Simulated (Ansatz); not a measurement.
**C₂H₈BNSi: a ladder of functionals and wavefunction methods**

One table from this session's results is given with a row withheld; the runs are named, their logs left out.

Computed with Ansatz 0.2.0, Gaussian basis. Level: functionals in def2-TZVPP, the program's frozen cores in correlated methods.

Plan: PBE-D4, r2SCAN-D4, PBE0-D4, B3LYP-D4, ωB97X-V, ωB97M-V, B2PLYP; CCSD(T)/def2-TZVPP; MP2/def2-QZVPP; extrapolation to the limit.

### The relaxed structure

An earlier PBE0-D4 in a triple-zeta def2 set relaxation fixed the geometry.

SMILES `B[SiH](C)N=C`, 13 atoms, charge 0, spin multiplicity 1.

Atoms are counted from 1 here; the program's logs count them from 0.

Bond lengths: B1–Si2 2.008 Å, B1–H6 1.196 Å, B1–H7 1.198 Å, Si2–C3 1.872 Å, Si2–N4 1.750 Å, Si2–H8 1.507 Å, C3–H9 1.092 Å, C3–H10 1.092 Å, C3–H11 1.092 Å, N4–C5 1.256 Å, C5–H12 1.097 Å, C5–H13 1.103 Å. Angles: Si2–B1–H6 123.5°, Si2–B1–H7 119.3°, H6–B1–H7 117.2°, B1–Si2–C3 112.3°, B1–Si2–N4 111.1°, B1–Si2–H8 106.4°, C3–Si2–N4 107.5°, C3–Si2–H8 109.2°, N4–Si2–H8 110.3°, Si2–C3–H9 110.6°, Si2–C3–H10 110.4°, Si2–C3–H11 110.8°, H9–C3–H10 108.4°, H9–C3–H11 108.5°, H10–C3–H11 108.1°, Si2–N4–C5 124.7°, N4–C5–H12 120.5°, N4–C5–H13 124.1° and more.

Coordinates:

| atom | x (Å) | y (Å) | z (Å) |
| --- | --- | --- | --- |
| B1 | -1.41386 | 1.11954 | 1.17325 |
| Si2 | -0.33528 | -0.07351 | -0.02956 |
| C3 | 0.09513 | -1.70304 | 0.78542 |
| N4 | 1.16664 | 0.69368 | -0.49770 |
| C5 | 1.46067 | 1.03248 | -1.67127 |
| H6 | -1.13065 | 2.25899 | 1.39847 |
| H7 | -2.41367 | 0.69413 | 1.67865 |
| H8 | -1.18754 | -0.33625 | -1.24428 |
| H9 | -0.81079 | -2.22671 | 1.09896 |
| H10 | 0.64146 | -2.34416 | 0.09002 |
| H11 | 0.72357 | -1.54269 | 1.66392 |
| H12 | 2.42077 | 1.51711 | -1.88759 |
| H13 | 0.80374 | 0.87564 | -2.54330 |

Set-up of the first run:

The input, in.yaml:

```yaml
crystal:
  periodic: [false, false, false]
  atoms:
    - {symbol: B, position_ang: [-1.413858, 1.119539, 1.173248]}
    - {symbol: Si, position_ang: [-0.335281, -0.073514, -0.029556]}
    - {symbol: C, position_ang: [0.095129, -1.703038, 0.785424]}
    - {symbol: N, position_ang: [1.166641, 0.693676, -0.497698]}
    - {symbol: C, position_ang: [1.460672, 1.032483, -1.671268]}
    - {symbol: H, position_ang: [-1.130652, 2.258991, 1.398471]}
    - {symbol: H, position_ang: [-2.413673, 0.694130, 1.678646]}
    - {symbol: H, position_ang: [-1.187539, -0.336250, -1.244276]}
    - {symbol: H, position_ang: [-0.810787, -2.226707, 1.098958]}
    - {symbol: H, position_ang: [0.641461, -2.344164, 0.090023]}
    - {symbol: H, position_ang: [0.723568, -1.542691, 1.663919]}
    - {symbol: H, position_ang: [2.420774, 1.517107, -1.887594]}
    - {symbol: H, position_ang: [0.803742, 0.875637, -2.543300]}
basis:
  gaussian: {orbitals: def2-TZVPP}
hamiltonian: {xc: pbe, dispersion: d4}
output: {forces: true, orbitals: {seedname: orbitals}}
```

Command:

```
ansatz run in.yaml --threads 4 --pin off --events-out ev --progress --plain --max-ram 10444MiB
```

Steps of the session up to this table: PBE-D4 (GGA); r2SCAN-D4 (meta-GGA); PBE0-D4 (hybrid); B3LYP-D4 (hybrid); ωB97X-V (range-separated); ωB97M-V (range-separated); B2PLYP (double hybrid); CCSD(T) in def2-TZVPP; MP2 in def2-QZVPP.

One of the session's tables, all rows but one given; the rest of the session is left out.

It belongs to the step «Atomisation energies». 

```
            method  atomisation energy (kJ/mol)
            PBE-D4                       4791.3
         r2SCAN-D4                       4721.8
           PBE0-D4                       4725.5
          B3LYP-D4                       4740.2
           ωB97X-V                       4736.9
           ωB97M-V                       4733.4
            B2PLYP                            ?
     HF/def2-TZVPP                       3501.3
    MP2/def2-TZVPP                       4628.3
   CCSD/def2-TZVPP                       4525.8
CCSD(T)/def2-TZVPP                       4587.0
           MP2/CBS                       4744.5
       CCSD(T)/CBS                       4703.2
```

Estimate the missing values for B2PLYP.

The run gave: atomisation energy (kJ/mol): 4676.8. In the column «atomisation energy (kJ/mol)» it lies between MP2/def2-TZVPP (4628.3) and CCSD(T)/CBS (4703.2).
